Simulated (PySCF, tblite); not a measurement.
**C₃H₁₁AlFN: geometry, infrared bands and NMR shifts**

Wanted: the infrared bands and NMR shifts of C₃H₁₁AlFN (`C[N+](C)(C)[AlH2-][F]`), by calculation.

Programs: tblite 0.8.0 and PySCF 2.14.0, with density-fitted response routines of our own. Each step states its level of theory. These are calculated values for one molecule in the gas phase, unless marked as measured. Atoms count from 0, in the outputs and in this text.

### Step 1. The molecule as given

17 atoms, charge 0, multiplicity 1; geometry from: force field or distance geometry start.

Bonds of the start (Å): C0–N1 1.47, N1–C2 1.42, N1–C3 1.45, N1–Al4 1.89, Al4–F5 1.80, C0–H6 1.11, C0–H7 1.12, C0–H8 1.11, C2–H9 1.10, C2–H10 1.11, C2–H11 1.12, C3–H12 1.11, C3–H13 1.09, C3–H14 1.10, Al4–H15 1.58, Al4–H16 1.60.

### Step 2. Geometry optimisation with GFN2-xTB

Job settings and geometry (Å):

```
{"job": {"kind": "relax", "xc": "GFN2-xTB", "basis": "xTB"}, "charge": 0, "multiplicity": 1}
C      0.141600     1.093600     0.934500
N     -0.124700     0.017100    -0.022900
C     -0.886800     0.546100    -1.091800
C     -0.942100    -0.982500     0.636700
Al     1.579700    -0.652800    -0.504600
F      2.618400     0.784800    -0.805300
H     -0.690000     1.824900     0.974500
H      0.291500     0.575500     1.917100
H      1.124200     1.555300     0.689700
H     -0.309400     0.752100    -2.000700
H     -1.392700     1.475400    -0.772400
H     -1.689800    -0.199500    -1.324300
H     -0.380700    -1.428200     1.487000
H     -1.874200    -0.498100     0.927300
H     -1.180900    -1.795000    -0.072900
H      1.506700    -1.640300    -1.738300
H      2.202200    -1.416300     0.756600
```

Launch:

```console
$ OMP_NUM_THREADS=1 python probes_run.py task.json out
```

One launch serves the whole session: the jobs run in the order shown.

**Question.** This job is followed by: GFN2-xTB harmonic vibrations, gas phase; GIAO PBE0/pcSseg-1 NMR shielding, non-relativistic, gas phase. What will the session give for the following? strongest single infrared mode (GFN2-xTB); zero-point energy (GFN2-xTB); ¹³C shifts against TMS (PBE0/pcSseg-1, means over atoms taken as alike); ¹H shifts against TMS (PBE0/pcSseg-1, means over atoms taken as alike); ¹⁵N shifts against NH3 (PBE0/pcSseg-1); ²⁷Al shifts against AlH4- (PBE0/pcSseg-1); ¹⁹F shifts against CFCl3 (PBE0/pcSseg-1).

The runs gave:

| quantity | value |
| --- | --- |
| strongest single infrared mode (GFN2-xTB) | 1741 cm⁻¹, 519 km/mol |
| zero-point energy (GFN2-xTB) | 84.8 kcal/mol |
| ¹³C shifts against TMS (PBE0/pcSseg-1, means over atoms taken as alike) | 45.9 ppm |
| ¹H shifts against TMS (PBE0/pcSseg-1, means over atoms taken as alike) | 3.80, 2.54 ppm |
| ¹⁵N shifts against NH3 (PBE0/pcSseg-1) | 40.9 ppm |
| ²⁷Al shifts against AlH4- (PBE0/pcSseg-1) | 60.6 ppm |
| ¹⁹F shifts against CFCl3 (PBE0/pcSseg-1) | -207.2 ppm |

**Reading.** Relaxing lowered the energy by 0.999 eV in 89 steps; the close pair that moved most is N1–Al4, from 1.894 to 2.060 Å. All 45 modes are real, so the xTB geometry is a minimum. The strongest single mode, at 1741 cm⁻¹, moves mainly H15 and H16. Unscaled tight-binding wavenumbers are off by several per cent, some by more. Its intensities can rank the bands wrongly. At PBE0/pcSseg-1: The widest tensor belongs to Al4: span 107 ppm, with a paramagnetic part of -366 ppm.
